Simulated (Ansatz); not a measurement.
# ClH7OSi2: the cost of one run

Program: Ansatz 0.2.0. Level of theory: RKS r2SCANh/cc-pVDZ. These are calculated values, not measurements.

## Step 1: The starting structure

Bond lengths: Si1–Cl2 2.493 Å, Si1–H3 1.452 Å, Si1–H4 1.452 Å, Si1–H5 1.476 Å, Si1–O7 2.065 Å, O7–Si8 1.626 Å, Si8–H9 1.462 Å, Si8–H10 1.460 Å, Si8–H11 1.460 Å. Angles (14 of 17 angles, heavy atoms first): Cl2–Si1–O7 73.4°, Si1–O7–Si8 141.3°, Cl2–Si1–H3 82.5°, Cl2–Si1–H4 82.0°, Cl2–Si1–H5 161.5°, H3–Si1–O7 107.7°, H4–Si1–O7 110.0°, H5–Si1–O7 88.1°, O7–Si8–H9 108.5°, O7–Si8–H10 107.5°, O7–Si8–H11 104.6°, H3–Si1–H4 132.8°, H3–Si1–H5 104.5°, H4–Si1–H5 104.1°.

Structure file:

```xyz
11

Si   -0.2034   -0.7680   -1.4721
Cl    1.9653   -1.7559   -0.7395
H    -0.6701   -2.1305   -1.2861
H     0.6488   -0.1447   -2.4686
H    -1.4348    0.0457   -1.4931
H     1.2860   -0.6412    0.4268
O     0.2008    0.0178    0.3945
Si   -0.3444    1.1312    1.4473
H    -0.0041    2.4587    0.9376
H    -1.7907    0.9610    1.5564
H     0.3466    0.8259    2.6967
```

## Step 2: Pulling towards end A

Springs on the bonds that form and break draw the guess towards this end; the thresholds are loose.

input.yaml

```yaml
crystal:
  periodic: [false, false, false]
  atoms:
    - { symbol: Si, position_ang: [-0.2034, -0.768, -1.4721] }
    - { symbol: Cl, position_ang: [1.9653, -1.7559, -0.7395] }
    - { symbol: H, position_ang: [-0.6701, -2.1305, -1.2861] }
    - { symbol: H, position_ang: [0.6488, -0.1447, -2.4686] }
    - { symbol: H, position_ang: [-1.4348, 0.0457, -1.4931] }
    - { symbol: H, position_ang: [1.286, -0.6412, 0.4268] }
    - { symbol: O, position_ang: [0.2008, 0.0178, 0.3945] }
    - { symbol: Si, position_ang: [-0.3444, 1.1312, 1.4473] }
    - { symbol: H, position_ang: [-0.0041, 2.4587, 0.9376] }
    - { symbol: H, position_ang: [-1.7907, 0.961, 1.5564] }
    - { symbol: H, position_ang: [0.3466, 0.8259, 2.6967] }
basis:
  gaussian: { orbitals: cc-pVDZ }
hamiltonian:
  xc: r2scanh
relax:
  f_tol: 0.15
  max_steps: 25
  restrain:
    - { distance: [0, 6], at: 3.07, k: 30.0 }
    - { distance: [5, 1], at: 2.63, k: 30.0 }
    - { distance: [0, 1], at: 2.13, k: 30.0 }
    - { distance: [5, 6], at: 0.97, k: 30.0 }
output:
  orbitals: {}
```

Run with:

```
> ansatz run input.yaml --threads 4 --pin off --max-ram 5120MiB --backend cpu --events-out ev --progress --plain --runs-dir out
```

**Question.** How long does this run take on 4 threads of Arm Neoverse N1, shared host, and how much memory does it need?

About 65 s, with a peak of 0.28 GiB.
